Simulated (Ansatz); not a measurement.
# One shape, several levels: triplet GaSiH4F

We compute a comparison of 4 runs (UHF/3-21G, U-r2SCAN/def2-SVP, U-revPBE/def2-SVP, UPBE-QIDH/def2-SVP) of triplet GaSiH4F. 

Program for the calculation: Ansatz 0.2.0.

64 further runs of the same task are left out: 64 set aside as unsound or not needed.

## (1) The structure to begin with

GaSiH4F has 7 atoms, charge 0, and is taken as a triplet. As SMILES of the parent species, `[F][GaH][SiH3]`. Geometry: relaxed at PBE0-D4/def2-TZVP. That shape belongs to the parent species and isn't relaxed for this state.

Bond lengths: F1–Ga2 1.766 Å, Ga2–Si3 2.406 Å, Ga2–H4 1.565 Å, Si3–H5 1.487 Å, Si3–H6 1.487 Å, Si3–H7 1.487 Å. Angles: F1–Ga2–Si3 112.7°, F1–Ga2–H4 112.3°, Si3–Ga2–H4 135.0°, Ga2–Si3–H5 109.4°, Ga2–Si3–H6 111.2°, Ga2–Si3–H7 109.6°, H5–Si3–H6 108.8°, H5–Si3–H7 108.9°, H6–Si3–H7 108.9°.

## (2) A single-point energy at UHF/3-21G (run 1)

The input, molecule.yaml:

```yaml
crystal:
  periodic: [false, false, false]
  atoms:
    - {symbol: F, position_ang: [0.231600, -2.152100, 1.342200]}
    - {symbol: Ga, position_ang: [0.019100, -0.400000, 1.279300]}
    - {symbol: Si, position_ang: [-0.029700, 0.450800, -0.970800]}
    - {symbol: H, position_ang: [-0.096900, 0.235400, 2.704700]}
    - {symbol: H, position_ang: [-1.196100, -0.125700, -1.691600]}
    - {symbol: H, position_ang: [-0.144400, 1.933400, -0.983000]}
    - {symbol: H, position_ang: [1.216400, 0.058100, -1.680800]}
basis:
  gaussian: {orbitals: 3-21G-spherical.json}
magnetization: {spin_polarized: true, initial_magnetization: 2}
hamiltonian: {xc: hf}
accuracy: high
output: {orbitals: {seedname: orbitals}}
```

The basis set 3-21G is read from a file made from the Basis Set Exchange's data (not shown).

Launch:

```sh
$ ansatz run molecule.yaml --threads 1 --pin off --max-ram 3480MiB --events-out events.jsonl --progress --plain --runs-dir runs
```

What it wrote:

```text
Warning: RAYON_NUM_THREADS=1 ignored (pool sized by the plan → 1); use --threads N
Functional definition: HF
  name "HF"
  exchange = exact_x
  correlation = 0
996 factors; integrals over basis functions are off by at most 4.1e-9 eV
mean field evaluation 1: about -62646.7228 eV, gradient 2.2e1 eV
mean field evaluation 2: about -62646.7444 eV, gradient 2.2e1 eV
mean field evaluation 4: about -62649.1571 eV, gradient 1.7e0 eV
mean field evaluation 8: about -62649.2251 eV, gradient 2.1e-1 eV
mean field evaluation 16: about -62649.2298 eV, gradient 2.5e-8 eV
mean field evaluation 32: about -62645.9989 eV, gradient 1.0e1 eV
mean field evaluation 64: about -62647.8043 eV, gradient 2.8e0 eV
mean field evaluation 96: about -62647.6261 eV, gradient 5.5e0 eV
mean field evaluation 128: about -62649.2274 eV, gradient 1.4e-1 eV
mean field -62649.22983823 eV, -2302.3167313818 hartree, gradient 2.4e-8 eV, S^2 2.007198; 1 other end points of the search recorded, 0 dependent functions left out
reference -62649.22983823 eV, -2302.3167313818 hartree; 30, 28 occupied and 22, 24 virtual orbitals, 996 factors
Total energy: -62649.22983823 eV, -2302.3167313818 hartree
```

Wall time 2.5 s (1 thread of Arm Neoverse V1, shared host); peak memory 0.15 GiB.

## (3) A single-point energy at U-r2SCAN/def2-SVP (run 2)

The input, input.yaml:

```yaml
crystal:
  periodic: [false, false, false]
  atoms:
    - symbol: F
      position_ang: [0.231600, -2.152100, 1.342200]
    - symbol: Ga
      position_ang: [0.019100, -0.400000, 1.279300]
    - symbol: Si
      position_ang: [-0.029700, 0.450800, -0.970800]
    - symbol: H
      position_ang: [-0.096900, 0.235400, 2.704700]
    - symbol: H
      position_ang: [-1.196100, -0.125700, -1.691600]
    - symbol: H
      position_ang: [-0.144400, 1.933400, -0.983000]
    - symbol: H
      position_ang: [1.216400, 0.058100, -1.680800]
basis:
  gaussian: {orbitals: def2-SVP}
output: {orbitals: {seedname: orbitals}}
accuracy: high
hamiltonian: {xc: r2scan}
magnetization: {spin_polarized: true, initial_magnetization: 2}
```

Launch:

```sh
$ ansatz run input.yaml --threads 1 --pin off --max-ram 3480MiB --events-out events.jsonl --progress --plain --runs-dir runs
```

What it wrote:

```text
Warning: RAYON_NUM_THREADS=1 ignored (pool sized by the plan → 1); use --threads N
Functional definition: r2SCAN
  name "r2SCAN"
  parameter k0 = 0.174
  parameter k1 = 0.065
  parameter a1 = 4.9479
  exchange = r2scan_x(k0 = k0, k1 = k1, a1 = a1)
  correlation = r2scan_c
1714 factors; integrals over basis functions are off by at most 6.6e-9 eV
mean field evaluation 1: about -63018.2882 eV, gradient 2.9e1 eV
mean field evaluation 2: about -62981.7575 eV, gradient 9.9e1 eV
mean field evaluation 4: about -63020.8984 eV, gradient 6.7e0 eV
mean field evaluation 8: about -63021.0179 eV, gradient 1.7e-1 eV
mean field evaluation 16: about -63021.0180 eV, gradient 1.8e-4 eV
mean field -63021.01800203 eV, -2315.9796943944 hartree, gradient 9.9e-8 eV, S^2 2.005169; 0 other end points of the search recorded, 0 dependent functions left out
reference -63021.01800546 eV, -2315.9796945205 hartree; 30, 28 occupied and 54, 56 virtual orbitals, 1714 factors
Total energy: -63021.01800546 eV, -2315.9796945205 hartree
```

Run time: 24 s. Hardware: 1 thread of Arm Neoverse V1, shared host; peak memory 0.39 GiB.

Run 3 isn't shown in full; the table further down has it.

## (4) The energy at UPBE-QIDH/def2-SVP (run 4)

The input, in.yaml:

```yaml
crystal:
  periodic: [false, false, false]
  atoms:
    - symbol: F
      position_ang: [0.231600, -2.152100, 1.342200]
    - symbol: Ga
      position_ang: [0.019100, -0.400000, 1.279300]
    - symbol: Si
      position_ang: [-0.029700, 0.450800, -0.970800]
    - symbol: H
      position_ang: [-0.096900, 0.235400, 2.704700]
    - symbol: H
      position_ang: [-1.196100, -0.125700, -1.691600]
    - symbol: H
      position_ang: [-0.144400, 1.933400, -0.983000]
    - symbol: H
      position_ang: [1.216400, 0.058100, -1.680800]
basis:
  gaussian:
    orbitals: def2-SVP
magnetization:
  spin_polarized: true
  initial_magnetization: 2
hamiltonian:
  xc: {name: PBE-QIDH}
correlation:
  frozen_orbitals: {F: 1, Ga: 9, H: 0, Si: 5}
accuracy: high
output: {orbitals: {seedname: orbitals}}
```

Launch:

```sh
$ ansatz run in.yaml --threads 1 --pin off --max-ram 3480MiB --events-out events.jsonl --progress --plain --runs-dir runs
```

What it wrote (excerpt; [...] marks lines left out):

```text
Warning: RAYON_NUM_THREADS=1 ignored (pool sized by the plan → 1); use --threads N
Functional definition: PBE-QIDH
  name "PBE-QIDH"
[...]
1714 factors; integrals over basis functions are off by at most 6.6e-9 eV
[...]
mean field -62991.75258515 eV, -2314.9042101609 hartree, gradient 8.5e-8 eV, S^2 2.007195; 0 other end points of the search recorded, 0 dependent functions left out
15 core orbitals not correlated: weight in the atoms' cores, before any rotation towards them, 1.000 or more for the frozen orbitals, at most 0.000 for the correlated occupied ones
reference -62991.75258637 eV, -2314.9042102055 hartree; 15, 13 occupied and 54, 56 virtual orbitals, 1714 factors
second order -15.37656800 eV of doubles, -0.00000000 eV of singles
Total energy: -62996.87810903 eV, -2315.0925696893 hartree
```

Run time: 19 s. Hardware: 1 thread of Arm Neoverse V1, shared host; peak memory 0.41 GiB.

## (5) Overview of the runs

```tsv
run	level	frozen core orbitals	energy (Eh)	HOMO energy (eV)	⟨S²⟩	wall time
1	UHF/3-21G	–	-2302.316731	-5.44	2.007	2.5 s
2	U-r2SCAN/def2-SVP	–	-2315.979695	-3.45	2.005	24 s
3	U-revPBE/def2-SVP	–	-2315.822710	-3.12	2.003	11 s
4	UPBE-QIDH/def2-SVP	15	-2315.092570	-5.41	2.007	19 s
```

## (6) Summary of results

| quantity | value |
| --- | --- |
| run 4: total energy | -2315.09257 Eh |
| run 4: HOMO energy (SCF part's orbitals) (highest over α and β) | -5.41 eV |
| run 4: LUMO energy (SCF part's orbitals) (lowest over α and β) | -4.58 eV |
| run 4: ⟨S²⟩ | 2.007 |

Totals of different functionals can't be ranked against each other. All runs together took 56 s, the longest 24 s.
